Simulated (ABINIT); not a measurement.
# Al3Pd (Pm-3m) in ABINIT: reference runs

How does Al3Pd come out in PBEsol? The cell is run as given and disturbed.

Program: ABINIT 10.8.3 (patched build). These are calculated values, not measurements. Logs are shortened: lines on timing, memory, paths and dates and some standing lists are left out, and cuts for length are marked. The log counts tension as positive stress, the text compression.

### Step 1. The structure

The structure is cubic, space group Pm-3m (No. 221). Conventional cell: a = 3.947 Å, b = 3.947 Å, c = 3.947 Å, α = 90.00°, β = 90.00°, γ = 90.00°. Pd (site symmetry m-3m) has 12 Al at 2.79 Å as nearest neighbours. Al (site symmetry 4/mmm) is surrounded by 4 Pd at 2.79 Å and 8 Al at 2.79 Å.

The cell comes from a database or a generator and needn't be the stable form of this composition.

### Step 2. Single point, PBEsol

File run.abi:

```
# Pseudopotentials
pp_dirpath "./"
pseudos "Pd.upf, Al.upf"

# Structure
acell 3*1.0
rprim
     7.4585789385     0.0000000000     0.0000000000
     0.0000000000     7.4585789385     0.0000000000
     0.0000000000     0.0000000000     7.4585789385
ntypat 2
znucl 46 13
natom 4
typat 1 2 2 2
xred
     0.0000000000     0.0000000000     0.0000000000
     0.5000000000     0.5000000000     0.0000000000
     0.5000000000     0.0000000000     0.5000000000
     0.0000000000     0.5000000000     0.5000000000

# Plane-wave basis
ecut 1115.666836 eV

# k points
kptopt 1
ngkpt 7 7 7
nshiftk 1
shiftk 0.0 0.0 0.0

# Exchange and correlation
ixc -116133

# Bands and occupations
nband 18
occopt 3
tsmear 0.00183747

# SCF cycle
nstep 100
tolvrs 1.0e-10

# Output
iomode 3
prtwf 0
prtden 0
prteig 0
prtebands 0
enunit 1
```

Potentials or basis: PseudoDojo NC SR PBEsol v0.4.1 standard.

On the command line:

```sh
mpirun --bind-to none -np 4 abinit run.abi > log 2>&1
```

run.abo:

```text
.Version 10.8.3 of ABINIT
 Symmetries : space group Pm -3 m (#221); Bravais cP (primitive cubic)
================================================================================
 Values of the parameters that define the memory need of the present run
     intxc =       0    ionmov =       0      iscf =       7    lmnmax =       6
     lnmax =       6     mgfft =      45  mpssoang =       3    mqgrid =    3001
     natom =       4  nloc_mem =       1    nspden =       1   nspinor =       1
    nsppol =       1      nsym =      48    n1xccc =    2501    ntypat =       2
    occopt =       3   xclevel =       2
       mpw =        5224          nfft =       91125          nkpt =          20
================================================================================
================================================================================

--------------------------------------------------------------------------------
------------- Echo of variables that govern the present computation ------------
--------------------------------------------------------------------------------
 -outvars: echo values of preprocessed input variables --------
            acell      1.0000000000E+00  1.0000000000E+00  1.0000000000E+00 Bohr
              amu      1.06420000E+02  2.69815390E+01
             ecut      4.10000000E+01 Hartree
           enunit           1
              ixc     -116133
         kptrlatt        7    0    0      0    7    0      0    0    7
          kptrlen      5.22100526E+01
            natom           4
            nband          18
            ngfft          45      45      45
             nkpt          20
            nstep         100
             nsym          48
           ntypat           2
           occopt           3
           prtden           0
        prtebands           0
           prteig           0
            prtwf           0
            rprim      7.4585789385E+00  0.0000000000E+00  0.0000000000E+00
                       0.0000000000E+00  7.4585789385E+00  0.0000000000E+00
                       0.0000000000E+00  0.0000000000E+00  7.4585789385E+00
          spgroup         221
           tolvrs      1.00000000E-10
           tsmear      1.83747000E-03 Hartree
            typat      1  2  2  2
           xangst      0.0000000000E+00  0.0000000000E+00  0.0000000000E+00
                       1.9734549986E+00  1.9734549986E+00  0.0000000000E+00
                       1.9734549986E+00  0.0000000000E+00  1.9734549986E+00
                       0.0000000000E+00  1.9734549986E+00  1.9734549986E+00
            xcart      0.0000000000E+00  0.0000000000E+00  0.0000000000E+00
                       3.7292894692E+00  3.7292894692E+00  0.0000000000E+00
                       3.7292894692E+00  0.0000000000E+00  3.7292894692E+00
                       0.0000000000E+00  3.7292894692E+00  3.7292894692E+00
             xred      0.0000000000E+00  0.0000000000E+00  0.0000000000E+00
                       5.0000000000E-01  5.0000000000E-01  0.0000000000E+00
                       5.0000000000E-01  0.0000000000E+00  5.0000000000E-01
                       0.0000000000E+00  5.0000000000E-01  5.0000000000E-01
            znucl       46.00000   13.00000

[... 124 lines left out ...]
    2      1.97345499864883     1.97345499864883     0.00000000000000
    3      1.97345499864883     0.00000000000000     1.97345499864883
    4      0.00000000000000     1.97345499864883     1.97345499864883

 cartesian forces (hartree/bohr) at end:
    1     -0.00000000000000    -0.00000000000000    -0.00000000000000
    2     -0.00000000000000    -0.00000000000000    -0.00000000000000
    3     -0.00000000000000    -0.00000000000000    -0.00000000000000
    4     -0.00000000000000    -0.00000000000000    -0.00000000000000
 frms,max,avg= 0.0000000E+00 0.0000000E+00   0.000E+00  0.000E+00  0.000E+00 h/b

 cartesian forces (eV/Angstrom) at end:
    1     -0.00000000000000    -0.00000000000000    -0.00000000000000
    2     -0.00000000000000    -0.00000000000000    -0.00000000000000
    3     -0.00000000000000    -0.00000000000000    -0.00000000000000
    4     -0.00000000000000    -0.00000000000000    -0.00000000000000
 frms,max,avg= 0.0000000E+00 0.0000000E+00   0.000E+00  0.000E+00  0.000E+00 e/A
 length scales=  1.000000000000  1.000000000000  1.000000000000 bohr
              =  0.529177210544  0.529177210544  0.529177210544 angstroms
 Fermi (or HOMO) energy (eV) =   9.74320   Average Vxc (eV)= -11.03383
 Eigenvalues (   eV  ) for nkpt=  20  k points:
 kpt#   1, nband= 18, wtk=  0.00292, kpt=  0.0000  0.0000  0.0000 (reduced coord)
 -75.43396  -41.20251  -41.20251  -41.20251   -1.36873    4.65431    4.65431    6.01838
   6.01838    6.01838    7.39435    7.39435    7.39435    9.75523   11.50344   11.50344
  15.52797   15.52797
 prteigrs : prtvol=0 or 1, do not print more k-points.

--- !EnergyTerms
iteration_state     : {dtset: 1, }
comment             : Components of total free energy in Hartree
kinetic             :  4.80683577000602E+01
hartree             :  4.83253548964258E+01
xc                  : -2.37870511202155E+01
Ewald energy        : -8.15225369503201E+01
psp_core            :  1.83685065510638E+00
local_psp           : -1.37135517366825E+02
non_local_psp       :  2.34347471609053E+00
internal            : -1.41871067469678E+02
'-kT*entropy'       : -8.92898981406025E-04
total_energy        : -1.41871960368659E+02
total_energy_eV     : -3.86053271106610E+03
band_energy         : -1.08663319109937E+01
...

 Cartesian components of stress tensor (hartree/bohr^3)
  sigma(1 1)=  6.83135391E-05  sigma(3 2)=  0.00000000E+00
  sigma(2 2)=  6.83135391E-05  sigma(3 1)=  0.00000000E+00
  sigma(3 3)=  6.83135391E-05  sigma(2 1)=  0.00000000E+00

-Cartesian components of stress tensor (GPa)         [Pressure= -2.0099E+00 GPa]
- sigma(1 1)=  2.00985371E+00  sigma(3 2)=  0.00000000E+00
- sigma(2 2)=  2.00985371E+00  sigma(3 1)=  0.00000000E+00
- sigma(3 3)=  2.00985371E+00  sigma(2 1)=  0.00000000E+00

== END DATASET(S) ==============================================================
================================================================================

 -outvars: echo values of variables after computation  --------
            acell      1.0000000000E+00  1.0000000000E+00  1.0000000000E+00 Bohr
           etotal     -1.4187196037E+02
            fcart     -0.0000000000E+00 -0.0000000000E+00 -0.0000000000E+00
                      -0.0000000000E+00 -0.0000000000E+00 -0.0000000000E+00
                      -0.0000000000E+00 -0.0000000000E+00 -0.0000000000E+00
                      -0.0000000000E+00 -0.0000000000E+00 -0.0000000000E+00
            rprim      7.4585789385E+00  0.0000000000E+00  0.0000000000E+00
                       0.0000000000E+00  7.4585789385E+00  0.0000000000E+00
                       0.0000000000E+00  0.0000000000E+00  7.4585789385E+00
           strten      6.8313539086E-05  6.8313539086E-05  6.8313539086E-05
                       0.0000000000E+00  0.0000000000E+00  0.0000000000E+00
           xangst      0.0000000000E+00  0.0000000000E+00  0.0000000000E+00
                       1.9734549986E+00  1.9734549986E+00  0.0000000000E+00
                       1.9734549986E+00  0.0000000000E+00  1.9734549986E+00
                       0.0000000000E+00  1.9734549986E+00  1.9734549986E+00
             xred      0.0000000000E+00  0.0000000000E+00  0.0000000000E+00
                       5.0000000000E-01  5.0000000000E-01  0.0000000000E+00
                       5.0000000000E-01  0.0000000000E+00  5.0000000000E-01
                       0.0000000000E+00  5.0000000000E-01  5.0000000000E-01
 Calculation completed.
```

It took 37 s on 4 MPI ranks of Intel Xeon Platinum 8375C at 2.90GHz (Ice Lake), shared host; peak memory 0.32 GiB.

Results:

```
Free energy                                           : -3860.5327 eV
Pressure                                              : -2.0 GPa
Band gap on the k mesh                                : none (metal or under the smearing width)
Valence electrons inside the program's atomic spheres : Pd 15.24; Al 0.89
```

### Step 3. Single point, PBEsol (atoms moved at random, drawn with an rms of 0.05 Å)

File run.abi:

```
pp_dirpath "./"
pseudos "Pd.upf, Al.upf"

acell 7.4585789385 7.4585789385 7.4585789385
rprim
     1.0000000000     0.0000000000     0.0000000000
     0.0000000000     1.0000000000     0.0000000000
     0.0000000000     0.0000000000     1.0000000000
ntypat 2
znucl 46 13
natom 4
typat 1 2 2 2
xred
    -0.0007550000     0.0004670000     0.0021640000
     0.4863710000     0.4926000000     0.0202370000
     0.4896700000     0.0045960000     0.4987390000
    -0.0025780000     0.5034160000     0.5031430000
chkprim 0
chksymtnons 0
tolsym 1.0e-6

ecut 1115.666836 eV

kptopt 1
ngkpt 7 7 7
nshiftk 1
shiftk 0.0 0.0 0.0

ixc -116133

nband 18
occopt 3
tsmear 0.00183747

nstep 100
tolvrs 1.0e-10

iomode 3
prtwf 0
prtden 0
prteig 0
prtebands 0
enunit 2
```

Potentials or basis: PseudoDojo NC SR PBEsol v0.4.1 standard.

On the command line:

```sh
mpirun --bind-to none -np 4 abinit run.abi > log 2>&1
```

Run time: 5.2 min. Hardware: 4 MPI ranks of Intel Xeon Platinum 8375C at 2.90GHz (Ice Lake), shared host; peak memory 0.52 GiB.

The run converged. Its results:

* Free energy: -3860.5026 eV
* Pressure: -1.7 GPa
* Largest force: 0.560 eV/Å
* Band gap on the k mesh: none (metal or under the smearing width)
* Valence electrons inside the program's atomic spheres: Pd 15.26; Al 0.89

Forces on the atoms (eV/Å):
```
Pd  -0.089 -0.032 -0.059
Al   0.206  0.199 -0.481
Al   0.146 -0.174  0.309
Al  -0.263  0.007  0.231
```

Stress tensor (GPa, compression positive):
```
-1.83  0.07 -0.12
 0.07 -1.71 -0.19
-0.12 -0.19 -1.69
```

Levels at points of the mesh, in eV from the Fermi level:
```tsv
k point	band 9	band 10	band 11	band 12	band 13	band 14	band 15	band 16	band 17	band 18
(0.00, 0.00, 0.00)	-3.73	-3.73	-2.35	-2.34	-2.34	0.00	1.75	1.76	5.77	5.79
```
